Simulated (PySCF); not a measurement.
# C₃H₁₂AsNSi₂: circular dichroism and optical rotation

Aim: compute the circular dichroism and optical rotation of C₃H₁₂AsNSi₂ (`C[C@]1([SiH3])CN[Si@H]1[AsH2]`).

Programs: PySCF 2.14.0, with routines of our own; each step states its level. All values are computed. Atoms count from 0.

## Step 1: The starting structure

19 atoms, charge 0, multiplicity 1; geometry from: GFN2-xTB.

## Step 2: Circular dichroism and optical rotation: TDDFT CAM-B3LYP/def2-SVPD

Job settings and geometry (Å):

```
{"job": {"kind": "ecd", "xc": "CAM-B3LYP", "basis": "def2-SVPD", "nstates": 16}, "charge": 0, "multiplicity": 1}
C      0.256872     1.377762    -1.414987
C      0.380338     0.245364    -0.408058
Si     1.702095     0.605821     0.903430
C      0.562559    -1.130990    -1.067295
N     -0.490862    -1.829097    -0.358317
Si    -1.283270    -0.437946     0.287171
As    -1.637401    -0.636063     2.567296
H     -0.004288     2.308914    -0.914643
H     -0.514230     1.162947    -2.155129
H      1.197466     1.533029    -1.944778
H      1.791777    -0.512717     1.849342
H      1.328230     1.831243     1.623404
H      3.001334     0.800158     0.248260
H      1.537584    -1.603768    -0.901118
H      0.388927    -1.084159    -2.148920
H     -0.800924    -2.726408    -0.696905
H     -2.421420     0.105896    -0.503081
H     -3.110189    -0.838941     2.347334
H     -1.894400     0.838206     2.679531
```

Level: TDDFT CAM-B3LYP/def2-SVPD circular dichroism and optical rotation, one conformer, gas phase.

Command:

```sh
$ OMP_NUM_THREADS=1 python excited_run.py task.json out
```

One launch serves the whole session: the jobs run in the order shown.

The program printed:

```text
coarse grid: 70480 points
cycle   1  E = -2990.5454046259  dE =  3.382e-02  |g| = 4.833e-01  |ddm| = 6.949e+00
cycle   2  E = -2990.5429953907  dE =  2.409e-03  |g| = 5.132e-01  |ddm| = 1.931e+00
cycle   3  E = -2990.6009134606  dE = -5.792e-02  |g| = 6.533e-02  |ddm| = 1.017e+00
cycle   4  E = -2990.6018729858  dE = -9.595e-04  |g| = 2.429e-02  |ddm| = 1.721e-01
cycle   5  E = -2990.6020071216  dE = -1.341e-04  |g| = 5.487e-03  |ddm| = 5.979e-02
cycle   6  E = -2990.6020154386  dE = -8.317e-06  |g| = 1.524e-03  |ddm| = 1.812e-02
final grid: 146008 points
cycle   7  E = -2990.6019790542  dE = -1.564e-07  |g| = 1.677e-03  |ddm| = 1.428e-02
cycle   8  E = -2990.6019787571  dE =  2.971e-07  |g| = 2.041e-03  |ddm| = 7.254e-03
cycle   9  E = -2990.6019797939  dE = -1.037e-06  |g| = 9.026e-05  |ddm| = 3.566e-03
cycle  10  E = -2990.6019797963  dE = -2.387e-09  |g| = 2.785e-05  |ddm| = 3.485e-04
cycle  11  E = -2990.6019797967  dE = -4.520e-10  |g| = 1.662e-05  |ddm| = 1.934e-04
converged SCF energy = -2990.6019797967

Singlet excitations and rotatory strengths (1e-40 esu^2 cm^2)
state   eV       nm     f(len)   f(vel)    R(len)    R(vel)   main configurations
  1   5.3254   232.8  0.00377  0.00424   -20.450   -21.634   H->L 0.95
  2   6.0191   206.0  0.00304  0.00306    -1.561    -1.472   H->L+1 0.33, H-1->L 0.26, H-2->L 0.10
  3   6.2260   199.1  0.05046  0.05316    47.512    48.272   H-1->L 0.36, H->L+1 0.34, H->L+2 0.10
  4   6.4409   192.5  0.02694  0.02935   -22.627   -24.350   H->L+3 0.40, H-1->L 0.20, H->L+2 0.16
  5   6.4974   190.8  0.05983  0.06093   -50.989   -51.377   H->L+2 0.35, H->L+1 0.18
  6   6.5551   189.1  0.01461  0.01632     1.661     2.202   H-2->L 0.63, H->L+3 0.20
  7   6.8525   180.9  0.10812  0.11293    32.805    33.506   H->L+5 0.44, H->L+4 0.12, H->L+2 0.11
  8   6.9658   178.0  0.05373  0.05621    -8.578    -9.214   H-1->L+1 0.51, H->L+5 0.09
  9   7.0668   175.4  0.00360  0.00361     6.211     5.412   H-2->L+1 0.43, H-1->L+2 0.23, H-1->L+3 0.12
 10   7.1573   173.2  0.03380  0.03536    22.205    22.499   H-1->L+3 0.30, H-1->L+2 0.19, H-2->L+2 0.15
 11   7.2718   170.5  0.18164  0.18360   -44.659   -44.653   H-2->L+1 0.19, H-2->L+2 0.17, H-1->L+2 0.11
 12   7.3963   167.6  0.01124  0.01232   -33.904   -33.865   H-2->L+3 0.27, H-1->L+3 0.17, H->L+7 0.16
 13   7.4274   166.9  0.00717  0.00798    -3.710    -4.984   H-2->L+2 0.33, H->L+7 0.17, H-1->L+2 0.12
 14   7.4423   166.6  0.02208  0.02474    29.860    31.641   H-3->L 0.74
 15   7.5075   165.1  0.00405  0.00465    -5.217    -7.025   H-2->L+3 0.32, H->L+7 0.13, H->L+4 0.10
 16   7.5668   163.9  0.04724  0.04732    24.729    23.797   H->L+4 0.48, H->L+5 0.15, H->L+8 0.08

Specific rotation (deg / (dm g/mL))
    nm     length   length(OI)   velocity    alpha(len)  alpha(vel)
  633.0     -30.18     -29.45     -31.85      129.974    130.947
  589.3     -36.94     -36.08     -39.06      130.611    131.596
  546.0     -46.34     -45.32     -49.10      131.412    132.412
  436.0     -98.98     -97.21    -105.57      134.787    135.851
  405.0    -132.26    -130.13    -141.35      136.356    137.451
  365.0    -209.44    -206.65    -224.37      139.139    140.290
  355.0    -239.84    -236.84    -257.07      140.023    141.192
```

It took 5.7 min on 1 thread of Arm Neoverse V1, shared host; peak memory 1.3 GiB.

## Step 3: Results

```
                                                                                       quantity                                                          value
state of largest rotatory strength (velocity form) among 16 (step 2, TDDFT CAM-B3LYP/def2-SVPD)  6.50 eV, R = -51.4 (velocity), -51.0 (length) ·10⁻⁴⁰ esu² cm²
                              specific rotation at 633.0 nm (step 2, TDDFT CAM-B3LYP/def2-SVPD)                               -31.9 (velocity), -30.2 (length)
```

In words: Steps that list no spin-orbit terms leave them out, which matters at and beside the heavy atoms. Rotations belong to one conformer.
